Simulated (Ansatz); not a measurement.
# CH₄AlGaOS: up Jacob's ladder to CCSD(T)

An exercise on one series of results from a longer session: the logs are not shown, and one member is left open.

Method: functionals in def2-TZVPP, the program's frozen cores in correlated methods; program: Ansatz 0.2.0, Gaussian basis.

The runs, in order: LDA (SPW92), PBE-D4, revPBE-D4, BLYP-D4, r2SCAN-D4, B97M-V, PBE0-D4, B3LYP-D4, r2SCANh-D4, r2SCAN0-D4, HSE06-D4, BHLYP-D4, CAM-B3LYP-D4, LC-ωPBE, ωB97X-V, ωB97M-V, B2PLYP, PBE-QIDH; CCSD(T)/def2-SVP; CCSD(T)/def2-TZVPP; MP2/def2-QZVPP; extrapolation to the limit; RPA on PBE.

## The geometry

All runs share one geometry, relaxed beforehand with PBE0-D4 in a triple-zeta def2 set.

SMILES `[AlH2][O][GaH][CH]=S`, 9 atoms, charge 0, spin multiplicity 1.

Atoms are counted from 1 here; the program's logs count them from 0.

Bond lengths: Al1–O2 1.677 Å, Al1–H6 1.583 Å, Al1–H7 1.583 Å, O2–Ga3 1.768 Å, Ga3–C4 1.978 Å, Ga3–H8 1.555 Å, C4–S5 1.612 Å, C4–H9 1.094 Å. Angles: O2–Al1–H6 118.6°, O2–Al1–H7 118.5°, H6–Al1–H7 122.9°, Al1–O2–Ga3 177.9°, O2–Ga3–C4 115.9°, O2–Ga3–H8 119.7°, C4–Ga3–H8 124.4°, Ga3–C4–S5 120.5°, Ga3–C4–H9 120.9°, S5–C4–H9 118.7°.

Coordinates:

```mol
CH4AlGaOS
  3D, bonds by distance, orders not assigned

  9  8  0  0  0  0  0  0  0  0999 V2000
    0.8867    0.4122   -2.2888 Al  0  0
    0.6071    0.0196   -0.6823 O   0  0
    0.3738   -0.4087    1.0175 Ga  0  0
   -1.4426   -0.1104    1.7413 C   0  0
   -1.7512   -0.3621    3.3035 S   0  0
    1.3564    1.8832   -2.6380 H   0  0
    0.6574   -0.7016   -3.3905 H   0  0
    1.5667   -0.9688    1.8420 H   0  0
   -2.2542    0.2366    1.0953 H   0  0
  1  2  8  0
  2  3  8  0
  3  4  8  0
  4  5  8  0
  1  6  8  0
  1  7  8  0
  3  8  8  0
  4  9  8  0
M  END
```

Set-up of the first run:

Input file in.yaml:

```yaml
crystal:
  periodic: [false, false, false]
  atoms:
    - {symbol: Al, position_ang: [0.886652, 0.412225, -2.288815]}
    - {symbol: O, position_ang: [0.607063, 0.019589, -0.682287]}
    - {symbol: Ga, position_ang: [0.373808, -0.408693, 1.017469]}
    - {symbol: C, position_ang: [-1.442604, -0.110386, 1.741350]}
    - {symbol: S, position_ang: [-1.751173, -0.362112, 3.303495]}
    - {symbol: H, position_ang: [1.356360, 1.883194, -2.638002]}
    - {symbol: H, position_ang: [0.657414, -0.701607, -3.390529]}
    - {symbol: H, position_ang: [1.566690, -0.968842, 1.842036]}
    - {symbol: H, position_ang: [-2.254210, 0.236632, 1.095293]}
basis:
  gaussian: {orbitals: def2-TZVPP}
hamiltonian: {xc: lda}
output: {orbitals: {seedname: orbitals}}
```

On the command line:

```sh
ansatz run in.yaml --threads 4 --pin off --events-out ev --progress --plain --max-ram 10444MiB
```

Steps of the session up to this table: LDA; PBE-D4 (GGA); revPBE-D4 (GGA); BLYP-D4 (GGA); r2SCAN-D4 (meta-GGA); B97M-V (meta-GGA); B3LYP-D4 (hybrid); r2SCANh-D4 (hybrid); r2SCAN0-D4 (hybrid); HSE06-D4 (hybrid); BHLYP-D4 (hybrid); CAM-B3LYP-D4 (range-separated); LC-ωPBE (range-separated); ωB97X-V (range-separated); ωB97M-V (range-separated); B2PLYP (double hybrid); PBE-QIDH (double hybrid).

One table of the session follows, with a row left open; its other results are not shown here.

It belongs to the step «Orbital energies across the functionals». 

| functional | HOMO (eV) | LUMO (eV) | gap (eV) |
| --- | --- | --- | --- |
| LDA (SPW92) | -5.35 | -4.17 | 1.18 |
| PBE-D4 | -5.21 | -3.94 | 1.27 |
| revPBE-D4 | -5.15 | -3.86 | 1.30 |
| BLYP-D4 | -5.07 | -3.78 | 1.29 |
| r2SCAN-D4 | -5.40 | -3.87 | 1.53 |
| B97M-V | ? | ? | ? |
| PBE0-D4 | -6.37 | -3.03 | 3.34 |
| B3LYP-D4 | -6.15 | -3.22 | 2.93 |
| r2SCANh-D4 | -5.84 | -3.52 | 2.31 |
| r2SCAN0-D4 | -6.49 | -3.00 | 3.49 |
| HSE06-D4 | -5.97 | -3.41 | 2.56 |
| BHLYP-D4 | -7.41 | -2.00 | 5.41 |
| CAM-B3LYP-D4 | -7.67 | -1.89 | 5.78 |
| LC-ωPBE | -9.02 | -0.78 | 8.25 |
| ωB97X-V | -8.67 | -0.85 | 7.82 |
| ωB97M-V | -8.52 | -0.91 | 7.60 |

Q: Estimate the row for B97M-V from the others.

As computed: HOMO (eV): -5.49; LUMO (eV): -3.83; gap (eV): 1.66. In the column «HOMO (eV)» it lies between r2SCANh-D4 (-5.84) and r2SCAN-D4 (-5.40).
